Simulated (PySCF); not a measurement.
# TaCl₆−: NMR shieldings

What do calculations give for the NMR shieldings of TaCl₆− (`[Cl][Ta-]([Cl])([Cl])([Cl])([Cl])[Cl]`)?

Computed with PySCF 2.14.0 and routines of our own; the level stands in each step. Atoms count from 0.

3 further runs of the same task are left out: 3 for a basis unfit for spin-orbit shieldings.

## Step 1: The system as given

7 atoms, charge -1, multiplicity 1; geometry from: GFN2-xTB.

## Step 2: NMR shieldings: PBE/x2c-SVPall-2c Ta:us-x2c-SVPall-2c, spin-free

The job: settings as JSON, then the geometry in Å.

```
{"job": {"xc": "PBE", "basis": {"default": "x2c-SVPall-2c", "Ta": "us-x2c-SVPall-2c"}, "rel": "sf", "kind": "hnmr"}, "charge": -1, "multiplicity": 1}
Ta     0.000230     0.000150     0.000010
Cl    -0.007370     0.000390     2.357180
Cl     0.030560     0.018810    -2.356860
Cl     2.357080    -0.002360     0.013860
Cl    -2.356700    -0.017070    -0.024130
Cl    -0.019610     2.357100     0.013990
Cl    -0.004190    -2.357010    -0.004050
```

With the program's defaults for keys left out, this is: PBE/x2c-SVPall-2c Ta:us-x2c-SVPall-2c GIAO NMR shielding, spin-free X2C, Gaussian nuclei, gas phase.

Started as:

```sh
$ OMP_NUM_THREADS=1 python heavy_run.py task.json out
```

The driver reads the jobs from task.json and runs them one after another.

Output:

```text
spin-free SCF
coarse grid: 46776 points
cycle   1  E = -18372.7033299285  dE = -2.738e-02  |g| = 1.175e+00  |ddm| = 2.913e+01
cycle   2  E = -18365.1875559641  dE =  7.516e+00  |g| = 5.809e+00  |ddm| = 5.628e+00
cycle   3  E = -18372.9509212047  dE = -7.763e+00  |g| = 3.771e-01  |ddm| = 5.122e+00
cycle   4  E = -18372.9351001475  dE =  1.582e-02  |g| = 3.683e-01  |ddm| = 5.402e-01
cycle   5  E = -18372.9693608096  dE = -3.426e-02  |g| = 2.716e-02  |ddm| = 3.204e-01
cycle   6  E = -18372.9693695411  dE = -8.731e-06  |g| = 2.162e-02  |ddm| = 3.622e-02
cycle   7  E = -18372.9694730459  dE = -1.035e-04  |g| = 5.623e-03  |ddm| = 2.593e-02
cycle   8  E = -18372.9694795112  dE = -6.465e-06  |g| = 2.971e-03  |ddm| = 1.040e-02
final grid: 86032 points
cycle   9  E = -18372.9753723673  dE =  1.341e-05  |g| = 7.604e-03  |ddm| = 1.409e-02
cycle  10  E = -18372.9752620016  dE =  1.104e-04  |g| = 2.086e-02  |ddm| = 3.526e-02
cycle  11  E = -18372.9753859634  dE = -1.240e-04  |g| = 4.000e-03  |ddm| = 2.508e-02
cycle  12  E = -18372.9753901069  dE = -4.144e-06  |g| = 2.183e-04  |ddm| = 4.144e-03
cycle  13  E = -18372.9753901174  dE = -1.047e-08  |g| = 8.860e-05  |ddm| = 3.040e-04
cycle  14  E = -18372.9753901187  dE = -1.346e-09  |g| = 3.357e-05  |ddm| = 1.365e-04
converged SCF energy = -18372.9753901187
check of the scalar solution
cycle   1  E = -18372.9753901187  dE = -1.837e+04  |FDS-SDF| = 2.857e+00
cycle   2  E = -18372.9849078554  dE = -9.518e-03  |FDS-SDF| = 6.142e-03
cycle   3  E = -18372.9849074683  dE =  3.872e-07  |FDS-SDF| = 2.188e-03
cycle   4  E = -18372.9849041204  dE =  3.348e-06  |FDS-SDF| = 4.018e-03
cycle   5  E = -18372.9849080116  dE = -3.891e-06  |FDS-SDF| = 1.935e-04
cycle   6  E = -18372.9849080182  dE = -6.650e-09  |FDS-SDF| = 1.050e-04
cycle   7  E = -18372.9849080215  dE = -3.292e-09  |FDS-SDF| = 2.997e-05
converged, E = -18372.9849080215

Field gradients (au) and densities at the nuclei (bohr^-3)
atom        Vxx        Vyy        Vzz        centre      nuclear mean
  0 Ta     0.0616     0.0789    -0.1404    1155140.108    1130028.286
  1 Cl    -0.4420    -0.4624     0.9043       3055.723       3055.682
  2 Cl    -0.4417    -0.4627     0.9044       3055.723       3055.682
  3 Cl    -0.4277    -0.4754     0.9031       3055.723       3055.682
  4 Cl    -0.4281    -0.4762     0.9043       3055.723       3055.682
  5 Cl    -0.4325    -0.4713     0.9038       3055.723       3055.682
  6 Cl    -0.4323    -0.4722     0.9045       3055.723       3055.682
without picture change
  0 Ta                          -0.1614                   2965342.322

Core orbital energies (eV)
atom   shell        mean    spread
  0 Ta 1s       -67139.329   0.000
  0 Ta 2s       -11533.444   0.000
  0 Ta 3s        -2641.377   0.000
  0 Ta 4s         -536.674   0.000
  0 Ta 5s          -71.215   0.000
  0 Ta 2p       -10140.824   0.021
  0 Ta 3p        -2224.825   0.026
  0 Ta 4p         -399.289   0.010
  0 Ta 5p          -37.945   0.001
  0 Ta 3d        -1722.957   0.007
  0 Ta 4d         -219.549   0.022
  0 Ta 4f          -22.498   0.013
  1 Cl 1s        -2742.015   0.000
  1 Cl 2s         -246.476   0.000
  1 Cl 3s          -16.111   0.000
  1 Cl 2p         -185.531   0.093
  2 Cl 1s        -2742.015   0.000
  2 Cl 2s         -246.476   0.000
  2 Cl 3s          -16.111   0.000
  2 Cl 2p         -185.531   0.093
  3 Cl 1s        -2742.017   0.000
  3 Cl 2s         -246.478   0.000
  3 Cl 3s          -16.113   0.000
  3 Cl 2p         -185.533   0.094
  4 Cl 1s        -2742.015   0.000
  4 Cl 2s         -246.475   0.000
  4 Cl 3s          -16.111   0.000
  4 Cl 2p         -185.531   0.094
  5 Cl 1s        -2742.016   0.000
  5 Cl 2s         -246.476   0.000
  5 Cl 3s          -16.112   0.000
  5 Cl 2p         -185.532   0.094
  6 Cl 1s        -2742.015   0.000
  6 Cl 2s         -246.475   0.000
  6 Cl 3s          -16.111   0.000
  6 Cl 2p         -185.530   0.094

Shielding tensors (ppm)
atom      isotropic    diamagn.    paramagn.     s11        s22        s33       span
  0 Ta     1933.54     8726.35    -6792.82    1933.04    1933.71    1933.86       0.82
  1 Cl      339.87     1150.24     -810.38     214.57     225.25     579.78     365.21
  2 Cl      339.85     1150.24     -810.40     214.37     225.43     579.73     365.36
  3 Cl      339.72     1150.24     -810.52     207.25     232.19     579.73     372.48
  4 Cl      339.75     1150.24     -810.49     207.31     232.60     579.35     372.04
  5 Cl      339.82     1150.24     -810.43     209.70     229.98     579.77     370.06
  6 Cl      339.82     1150.24     -810.42     209.49     230.49     579.49     370.00
```

Wall time 57 s (1 thread of Intel Xeon Platinum 8375C at 2.90GHz, shared host); peak memory 1.3 GiB.

## Step 3: NMR shieldings: PBE/x2c-SVPall-2c Ta:us-x2c-SVPall-2c in water, spin-free

The job: settings as JSON, then the geometry in Å.

```
{"job": {"xc": "PBE", "basis": {"default": "x2c-SVPall-2c", "Ta": "us-x2c-SVPall-2c"}, "rel": "sf", "solvent": "water", "kind": "hnmr"}, "charge": -1, "multiplicity": 1}
Ta     0.000230     0.000150     0.000010
Cl    -0.007370     0.000390     2.357180
Cl     0.030560     0.018810    -2.356860
Cl     2.357080    -0.002360     0.013860
Cl    -2.356700    -0.017070    -0.024130
Cl    -0.019610     2.357100     0.013990
Cl    -0.004190    -2.357010    -0.004050
```

Level: PBE/x2c-SVPall-2c Ta:us-x2c-SVPall-2c GIAO NMR shielding, spin-free X2C, Gaussian nuclei, IEF-PCM water.

Output:

```text
spin-free SCF
coarse grid: 46776 points
cycle   1  E = -18372.7701486377  dE = -9.335e-02  |g| = 1.176e+00  |ddm| = 2.913e+01
cycle   2  E = -18365.3800827783  dE =  7.390e+00  |g| = 5.748e+00  |ddm| = 5.641e+00
cycle   3  E = -18373.0213711905  dE = -7.641e+00  |g| = 3.741e-01  |ddm| = 5.111e+00
cycle   4  E = -18373.0133356860  dE =  8.036e-03  |g| = 3.222e-01  |ddm| = 5.118e-01
cycle   5  E = -18373.0398107476  dE = -2.648e-02  |g| = 2.221e-02  |ddm| = 2.923e-01
cycle   6  E = -18373.0397984081  dE =  1.234e-05  |g| = 1.924e-02  |ddm| = 3.164e-02
cycle   7  E = -18373.0398894098  dE = -9.100e-05  |g| = 3.677e-03  |ddm| = 2.135e-02
cycle   8  E = -18373.0398925826  dE = -3.173e-06  |g| = 5.073e-04  |ddm| = 3.830e-03
final grid: 86032 points
cycle   9  E = -18373.0457981400  dE = -1.073e-06  |g| = 1.641e-03  |ddm| = 2.878e-03
cycle  10  E = -18373.0457923820  dE =  5.758e-06  |g| = 4.989e-03  |ddm| = 6.099e-03
cycle  11  E = -18373.0457986096  dE = -6.228e-06  |g| = 6.203e-04  |ddm| = 4.785e-03
cycle  12  E = -18373.0457986587  dE = -4.913e-08  |g| = 3.998e-04  |ddm| = 1.207e-03
cycle  13  E = -18373.0457987030  dE = -4.431e-08  |g| = 4.475e-05  |ddm| = 5.527e-04
cycle  14  E = -18373.0457987036  dE = -5.712e-10  |g| = 2.119e-06  |ddm| = 4.666e-05
converged SCF energy = -18373.0457987036
check of the scalar solution
cycle   1  E = -18373.0457987036  dE = -1.837e+04  |FDS-SDF| = 2.857e+00
cycle   2  E = -18373.0553138986  dE = -9.515e-03  |FDS-SDF| = 6.142e-03
cycle   3  E = -18373.0553135020  dE =  3.966e-07  |FDS-SDF| = 2.195e-03
cycle   4  E = -18373.0553103536  dE =  3.148e-06  |FDS-SDF| = 3.903e-03
cycle   5  E = -18373.0553140597  dE = -3.706e-06  |FDS-SDF| = 1.605e-04
cycle   6  E = -18373.0553140659  dE = -6.217e-09  |FDS-SDF| = 4.866e-05
converged, E = -18373.0553140659

Field gradients (au) and densities at the nuclei (bohr^-3)
atom        Vxx        Vyy        Vzz        centre      nuclear mean
  0 Ta     0.0616     0.0789    -0.1404    1155140.333    1130028.506
  1 Cl    -0.4269    -0.4477     0.8746       3055.743       3055.702
  2 Cl    -0.4266    -0.4480     0.8746       3055.743       3055.702
  3 Cl    -0.4125    -0.4609     0.8734       3055.743       3055.702
  4 Cl    -0.4128    -0.4618     0.8746       3055.743       3055.702
  5 Cl    -0.4173    -0.4567     0.8741       3055.743       3055.702
  6 Cl    -0.4171    -0.4577     0.8748       3055.743       3055.702
without picture change
  0 Ta                          -0.1614                   2965342.909

Core orbital energies (eV)
atom   shell        mean    spread
  0 Ta 1s       -67143.178   0.000
  0 Ta 2s       -11537.295   0.000
  0 Ta 3s        -2645.229   0.000
  0 Ta 4s         -540.526   0.000
  0 Ta 5s          -75.068   0.000
  0 Ta 2p       -10144.675   0.021
  0 Ta 3p        -2228.676   0.026
  0 Ta 4p         -403.141   0.010
  0 Ta 5p          -41.802   0.001
  0 Ta 3d        -1726.809   0.008
  0 Ta 4d         -223.401   0.023
  0 Ta 4f          -26.350   0.013
  1 Cl 1s        -2745.889   0.000
  1 Cl 2s         -250.348   0.000
  1 Cl 3s          -19.986   0.000
  1 Cl 2p         -189.403   0.090
  2 Cl 1s        -2745.889   0.000
  2 Cl 2s         -250.348   0.000
  2 Cl 3s          -19.986   0.000
  2 Cl 2p         -189.403   0.090
  3 Cl 1s        -2745.890   0.000
  3 Cl 2s         -250.349   0.000
  3 Cl 3s          -19.988   0.000
  3 Cl 2p         -189.405   0.091
  4 Cl 1s        -2745.888   0.000
  4 Cl 2s         -250.347   0.000
  4 Cl 3s          -19.986   0.000
  4 Cl 2p         -189.403   0.091
  5 Cl 1s        -2745.889   0.000
  5 Cl 2s         -250.349   0.000
  5 Cl 3s          -19.987   0.000
  5 Cl 2p         -189.404   0.090
  6 Cl 1s        -2745.888   0.000
  6 Cl 2s         -250.347   0.000
  6 Cl 3s          -19.985   0.000
  6 Cl 2p         -189.403   0.091

Shielding tensors (ppm)
atom      isotropic    diamagn.    paramagn.     s11        s22        s33       span
  0 Ta     1899.94     8726.67    -6826.73    1899.44    1900.11    1900.27       0.84
  1 Cl      339.74     1150.15     -810.41     215.88     226.84     576.49     360.61
  2 Cl      339.78     1150.15     -810.37     215.76     227.10     576.47     360.71
  3 Cl      339.50     1150.15     -810.65     208.26     233.87     576.38     368.12
  4 Cl      339.76     1150.15     -810.38     208.62     234.57     576.11     367.49
  5 Cl      339.68     1150.15     -810.47     210.87     231.69     576.46     365.59
  6 Cl      339.76     1150.15     -810.39     210.75     232.30     576.22     365.47
```

Run time: 60 s. Hardware: 1 thread of Intel Xeon Platinum 8375C at 2.90GHz, shared host; peak memory 1.3 GiB.

## Step 4: NMR shieldings: PBE/x2c-SVPall-2c Ta:us-x2c-SVPall-2c in dichloromethane, spin-free

The job: settings as JSON, then the geometry in Å.

```
{"job": {"xc": "PBE", "basis": {"default": "x2c-SVPall-2c", "Ta": "us-x2c-SVPall-2c"}, "rel": "sf", "solvent": "dichloromethane", "kind": "hnmr"}, "charge": -1, "multiplicity": 1}
Ta     0.000230     0.000150     0.000010
Cl    -0.007370     0.000390     2.357180
Cl     0.030560     0.018810    -2.356860
Cl     2.357080    -0.002360     0.013860
Cl    -2.356700    -0.017070    -0.024130
Cl    -0.019610     2.357100     0.013990
Cl    -0.004190    -2.357010    -0.004050
```

Level: PBE/x2c-SVPall-2c Ta:us-x2c-SVPall-2c GIAO NMR shielding, spin-free X2C, Gaussian nuclei, IEF-PCM dichloromethane.

Output:

```text
spin-free SCF
coarse grid: 46776 points
cycle   1  E = -18372.7635060789  dE = -8.679e-02  |g| = 1.176e+00  |ddm| = 2.913e+01
cycle   2  E = -18365.3432152038  dE =  7.420e+00  |g| = 5.762e+00  |ddm| = 5.640e+00
cycle   3  E = -18373.0140555572  dE = -7.671e+00  |g| = 3.747e-01  |ddm| = 5.114e+00
cycle   4  E = -18373.0047482000  dE =  9.307e-03  |g| = 3.300e-01  |ddm| = 5.160e-01
cycle   5  E = -18373.0324769877  dE = -2.773e-02  |g| = 2.301e-02  |ddm| = 2.970e-01
cycle   6  E = -18373.0324664614  dE =  1.053e-05  |g| = 1.970e-02  |ddm| = 3.224e-02
cycle   7  E = -18373.0325605862  dE = -9.412e-05  |g| = 3.724e-03  |ddm| = 2.172e-02
cycle   8  E = -18373.0325638053  dE = -3.219e-06  |g| = 6.249e-04  |ddm| = 3.977e-03
final grid: 86032 points
cycle   9  E = -18373.0384696053  dE = -9.898e-07  |g| = 1.757e-03  |ddm| = 3.252e-03
cycle  10  E = -18373.0384638952  dE =  5.710e-06  |g| = 4.980e-03  |ddm| = 6.635e-03
cycle  11  E = -18373.0384700741  dE = -6.179e-06  |g| = 9.329e-04  |ddm| = 5.076e-03
cycle  12  E = -18373.0384702433  dE = -1.691e-07  |g| = 4.124e-04  |ddm| = 1.499e-03
cycle  13  E = -18373.0384702907  dE = -4.742e-08  |g| = 4.487e-05  |ddm| = 5.457e-04
cycle  14  E = -18373.0384702913  dE = -5.857e-10  |g| = 3.829e-06  |ddm| = 4.716e-05
converged SCF energy = -18373.0384702913
check of the scalar solution
cycle   1  E = -18373.0384702913  dE = -1.837e+04  |FDS-SDF| = 2.857e+00
cycle   2  E = -18373.0479861070  dE = -9.516e-03  |FDS-SDF| = 6.142e-03
cycle   3  E = -18373.0479857041  dE =  4.029e-07  |FDS-SDF| = 2.203e-03
cycle   4  E = -18373.0479824659  dE =  3.238e-06  |FDS-SDF| = 3.956e-03
cycle   5  E = -18373.0479862679  dE = -3.802e-06  |FDS-SDF| = 1.626e-04
cycle   6  E = -18373.0479862742  dE = -6.254e-09  |FDS-SDF| = 4.992e-05
converged, E = -18373.0479862742

Field gradients (au) and densities at the nuclei (bohr^-3)
atom        Vxx        Vyy        Vzz        centre      nuclear mean
  0 Ta     0.0616     0.0788    -0.1404    1155140.291    1130028.465
  1 Cl    -0.4296    -0.4504     0.8800       3055.739       3055.698
  2 Cl    -0.4293    -0.4506     0.8799       3055.739       3055.698
  3 Cl    -0.4153    -0.4635     0.8788       3055.739       3055.698
  4 Cl    -0.4156    -0.4644     0.8800       3055.739       3055.698
  5 Cl    -0.4201    -0.4593     0.8794       3055.739       3055.698
  6 Cl    -0.4199    -0.4603     0.8802       3055.739       3055.698
without picture change
  0 Ta                          -0.1614                   2965342.800

Core orbital energies (eV)
atom   shell        mean    spread
  0 Ta 1s       -67142.778   0.000
  0 Ta 2s       -11536.895   0.000
  0 Ta 3s        -2644.829   0.000
  0 Ta 4s         -540.126   0.000
  0 Ta 5s          -74.668   0.000
  0 Ta 2p       -10144.275   0.021
  0 Ta 3p        -2228.276   0.026
  0 Ta 4p         -402.740   0.010
  0 Ta 5p          -41.401   0.001
  0 Ta 3d        -1726.409   0.008
  0 Ta 4d         -223.000   0.023
  0 Ta 4f          -25.950   0.013
  1 Cl 1s        -2745.484   0.000
  1 Cl 2s         -249.944   0.000
  1 Cl 3s          -19.581   0.000
  1 Cl 2p         -188.999   0.091
  2 Cl 1s        -2745.485   0.000
  2 Cl 2s         -249.944   0.000
  2 Cl 3s          -19.582   0.000
  2 Cl 2p         -188.999   0.091
  3 Cl 1s        -2745.486   0.000
  3 Cl 2s         -249.945   0.000
  3 Cl 3s          -19.583   0.000
  3 Cl 2p         -189.000   0.091
  4 Cl 1s        -2745.484   0.000
  4 Cl 2s         -249.943   0.000
  4 Cl 3s          -19.581   0.000
  4 Cl 2p         -188.998   0.091
  5 Cl 1s        -2745.485   0.000
  5 Cl 2s         -249.945   0.000
  5 Cl 3s          -19.582   0.000
  5 Cl 2p         -189.000   0.091
  6 Cl 1s        -2745.484   0.000
  6 Cl 2s         -249.943   0.000
  6 Cl 3s          -19.581   0.000
  6 Cl 2p         -188.999   0.091

Shielding tensors (ppm)
atom      isotropic    diamagn.    paramagn.     s11        s22        s33       span
  0 Ta     1905.66     8726.61    -6820.94    1905.16    1905.83    1905.99       0.83
  1 Cl      339.95     1150.16     -810.21     215.78     226.71     577.36     361.58
  2 Cl      340.07     1150.16     -810.09     215.77     227.07     577.37     361.59
  3 Cl      339.75     1150.16     -810.41     208.24     233.76     577.26     369.03
  4 Cl      340.03     1150.16     -810.14     208.61     234.47     576.99     368.39
  5 Cl      339.95     1150.16     -810.21     210.87     231.63     577.36     366.49
  6 Cl      339.98     1150.16     -810.18     210.68     232.16     577.10     366.41
```

It took 66 s on 1 thread of Intel Xeon Platinum 8375C at 2.90GHz, shared host; peak memory 1.3 GiB.

## Step 5: Shieldings side by side

| run | Ta0 | Cl2 | Cl5 | Cl4 | Cl3 | Cl6 | Cl1 | time |
| --- | --- | --- | --- | --- | --- | --- | --- | --- |
| step 2, PBE/x2c-SVPall-2c Ta:us-x2c-SVPall-2c, spin-free | 1933.5 | 339.8 | 339.8 | 339.8 | 339.7 | 339.8 | 339.9 | 57 s |
| step 3, PBE/x2c-SVPall-2c Ta:us-x2c-SVPall-2c in water, spin-free | 1899.9 | 339.8 | 339.7 | 339.8 | 339.5 | 339.8 | 339.7 | 60 s |
| step 4, PBE/x2c-SVPall-2c Ta:us-x2c-SVPall-2c in dichloromethane, spin-free | 1905.7 | 340.1 | 340.0 | 340.0 | 339.8 | 340.0 | 339.9 | 66 s |

## Step 6: Results

| quantity | value |
| --- | --- |
| shieldings (step 2, PBE/x2c-SVPall-2c Ta:us-x2c-SVPall-2c, spin-free) | Ta0 1933.5, Cl1 339.9, Cl2 339.8, Cl3 339.7, Cl4 339.8, Cl5 339.8, Cl6 339.8 ppm |
| shieldings (step 3, PBE/x2c-SVPall-2c Ta:us-x2c-SVPall-2c in water, spin-free) | Ta0 1899.9, Cl1 339.7, Cl2 339.8, Cl3 339.5, Cl4 339.8, Cl5 339.7, Cl6 339.8 ppm |
| shieldings (step 4, PBE/x2c-SVPall-2c Ta:us-x2c-SVPall-2c in dichloromethane, spin-free) | Ta0 1905.7, Cl1 339.9, Cl2 340.1, Cl3 339.8, Cl4 340.0, Cl5 340.0, Cl6 340.0 ppm |

In words: A continuum can't give the shift that close solvent molecules cause at an ion. Ta0 moves most between the runs, by 34 ppm; the labels say what changes from run to run. No run holds spin-orbit coupling, which is large for shieldings at and beside heavy atoms. The geometry comes from tight binding, which is rough for metal atoms, and these values hang on it.
